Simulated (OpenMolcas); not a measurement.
# Pd⁵⁺ among point charges: CASSCF and CASPT2 levels and susceptibility

Aim: the splitting of the states of Pd⁵⁺ in the field of 4 point charges, its lowest levels with spin-orbit coupling and its magnetic susceptibility.

The numbers are computed with OpenMolcas 26.06 (state-averaged CASSCF and CASPT2, spin-orbit coupling by RASSI with atomic mean-field integrals), except any that are marked as measured or tabulated.

## 1. What is computed

| Item | Value |
| --- | --- |
| Species | Pd⁵⁺ (palladium, Z = 46, 41 electrons) |
| Basis | ANO-RCC-VDZP [6s5p3d1f], 43 functions |
| Scalar Hamiltonian | DKH2, point nucleus |
| Inactive shells | 1s 2s 2p 3s 3p 3d 4s 4p |
| Active space | 5 electrons in 5 orbitals (4d) |
| Some configurations of this space | 4d5 |
| Orbitals | optimised for each spin and parity, averaged over all roots |

The outer shells:

4d5
```
4d [↑ ][↑ ][↑ ][↑ ][↑ ]
```

The ion sits among 4 point charges of -2.5 e arranged as a square (D4h), 1.69 Å from the ion.

The work runs as a chain of OpenMolcas steps in one folder; each step below is one input file. Labels, J, g values, rates, χT and fits are worked out afterwards by a script from the matrices that RASSI stores. The input lists half of the charges; inversion (Group=XYZ) makes the rest.

## 2. Basis and integrals

a.inp reads:

```
&GATEWAY
Coord
1

Pd 0.0 0.0 0.0
Basis=ANO-RCC-VDZP
Group=XYZ
NoMove
AngMom=0.0 0.0 0.0
AMFI
XField
2 Angstrom 0
1.690000 0.000000 0.000000 -2.500000
0.000000 1.690000 0.000000 -2.500000
&SEWARD
```

Launch:

```
$ OMP_NUM_THREADS=1 MOLCAS_MEM=1689 MOLCAS_PROJECT=a pymolcas a.inp > a.log
```

## 3. Reference wave functions, sextets of even parity, 1 root

a.inp reads:

```
&RASSCF
FileOrb=start.orb
Symmetry=1
Spin=6
nActEl=5 0 0
Inactive=9 9
Ras2=5 0
CIRoot=1 1 1
SDav=1
CIMx=300
Iter=120 100
PrWF=0.3
OrbListing=Nothing
MaxOrb=0
>>> COPY $Project.JobIph JOB001
```

start.orb holds the contracted functions of the basis, ordered by shell, or the orbitals of the step before.

## 4. Reference wave functions, quartets of even parity, 24 roots

a.inp reads:

```
&RASSCF
FileOrb=start.orb
Symmetry=1
Spin=4
nActEl=5 0 0
Inactive=9 9
Ras2=5 0
CIRoot=24 24 1
SDav=24
CIMx=300
Iter=120 100
PrWF=0.3
OrbListing=Nothing
MaxOrb=0
>>> COPY $Project.JobIph JOB002
```

## 5. Reference wave functions, doublets of even parity, 75 roots

a.inp reads:

```
&RASSCF
FileOrb=start.orb
Symmetry=1
Spin=2
nActEl=5 0 0
Inactive=9 9
Ras2=5 0
CIRoot=75 75 1
SDav=75
CIMx=300
Iter=120 100
PrWF=0.3
OrbListing=Nothing
MaxOrb=0
>>> COPY $Project.JobIph JOB003
```

## 6. State interaction with spin-orbit coupling

a.inp reads:

```
&RASSI
NrOfJobIphs=3 1 24 75
1
1 2 3 4 5 6 7 8 9 10 11 12 13 14 15 16 17 18 19 20 21 22 23 24
1 2 3 4 5 6 7 8 9 10 11 12 13 14 15 16 17 18 19 20 21 22 23 24 25 26 27
28 29 30 31 32 33 34 35 36 37 38 39 40 41 42 43 44 45 46 47 48 49 50 51
52 53 54 55 56 57 58 59 60 61 62 63 64 65 66 67 68 69 70 71 72 73 74 75
IphNames
JOB001
JOB002
JOB003
EJob
SpinOrbit
DIPRint=1.0
SOCoupling=1000.0
Subsets=2
Property=9
'ANGMOM' 1 'ANGMOM' 2 'ANGMOM' 3 'MLTPL  1' 1 'MLTPL  1' 2 'MLTPL  1' 3
'AMFI' 1 'AMFI' 2 'AMFI' 3
SOProperty=3
'ANGMOM' 1 'ANGMOM' 2 'ANGMOM' 3
```

## 7. CASPT2: IPEA 0.25, imaginary shift 0.1 (closed shells correlated: 4s 4p)

a.inp reads:

```
>>> COPY JOB001 $Project.JobIph
&CASPT2
Multistate=1 1
Frozen=8 6
IPEA=0.25
Imaginary=0.1
MaxIter=60
WThr=0.0 0.3 0.05
PrWF=0.5
NoMix
>>> COPY JOB002 $Project.JobIph
&CASPT2
Multistate=24 1 2 3 4 5 6 7 8 9 10 11 12 13 14 15 16 17 18 19 20 21 22
23 24
NoMult
Frozen=8 6
IPEA=0.25
Imaginary=0.1
MaxIter=60
WThr=0.0 0.3 0.05
PrWF=0.5
NoMix
>>> COPY JOB003 $Project.JobIph
&CASPT2
Multistate=75 1 2 3 4 5 6 7 8 9 10 11 12 13 14 15 16 17 18 19 20 21 22
23 24 25 26 27 28 29 30 31 32 33 34 35 36 37 38 39 40 41 42 43 44 45 46
47 48 49 50 51 52 53 54 55 56 57 58 59 60 61 62 63 64 65 66 67 68 69 70
71 72 73 74 75
NoMult
Frozen=8 6
IPEA=0.25
Imaginary=0.1
MaxIter=60
WThr=0.0 0.3 0.05
PrWF=0.5
NoMix
```

(Steps that only read results are left out.)

Before running it: what results should come out? Wanted: spin-free ground state; lowest level; next level.

The runs gave:

| quantity | value |
| --- | --- |
| method | SS-CASPT2, IPEA 0.25, imaginary shift 0.1 (closed shells correlated: 4s 4p) |
| spin-free ground state | 6A1, 1-fold in its orbital part |
| lowest level | 2-fold E1/2, g = 1.95, 5.93, 5.93 |
| next level | 23.8 cm⁻¹ |
| χT at 300 K | 4.28 cm³ K/mol |
| effective moment at 300 K | 5.85 μB |

Cost by method:

```csv
method,time of its own steps,time with the reference
A. CASSCF,21 s,21 s
"B. SS-CASPT2, IPEA 0.25, imaginary shift 0.1, +4s 4p",5.2 s,26 s
```

Times are of one thread on a shared host.

In words: The spin-free ground state (6A1) comes to 100 % from free-ion S terms and keeps the highest spin of the shell. χT at 300 K is 4.28, against 4.39 cm³ K/mol for the spin alone, as a half-filled shell (L = 0) has no orbital moment. An active space of the d shell alone favours high spin; real ions in strong fields can be low spin. The field of point charges can differ much from that of real complexes. With metal d orbitals alone active, the gaps between spin states are rough; where two lie within a few thousand cm-1, their order is open. This is an electrostatic model: the charges have no orbitals.
